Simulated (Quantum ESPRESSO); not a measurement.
Runs of Quantum ESPRESSO 7.5 on Ta4Al. It takes space group Im-3m (No. 229, cubic). Conventional cell: a = 5.930 Å, b = 5.930 Å, c = 5.930 Å, α = 90.00°, β = 90.00°, γ = 90.00°. Around Ta (site symmetry -3m) lie 2 Al at 2.57 Å. Al (site symmetry m-3m) is surrounded by 8 Ta at 2.57 Å. The cell was built by a generator and needn't be a form met in nature.

```tsv
U	gap on the mesh (eV)	pressure (GPa)
Ta d U = 6.0 eV	none	(a)
Ta d U = 0.0001 eV	none	-8.3
Ta d U = 8.0 eV	none	15.2
Ta d U = 2.0 eV	none	(b)
Ta d U = 4.0 eV	none	-2.8
```

Alike in all rows: task Hubbard U by linear response; level LDA+U; potentials or basis PseudoDojo 0.4.1 SR LDA standard; no spin polarisation; cell as given; k mesh 4 × 4 × 4; cutoff (eV) 789; smearing cold 0.2 eV; the mesh is coarse, so values aren't converged.

Problem. Fill in the values left out.

Solution. (a) 2.5; (b) -6.2.

Caveats: all runs use coarse meshes; U without spin polarisation on a metal has little footing; the U is typed as a test and isn't derived for this compound.

A k mesh can miss the band edges, and the runs leave out spin-orbit coupling on Ta.

A gap of «none» marks a metal or a gap under the smearing width.
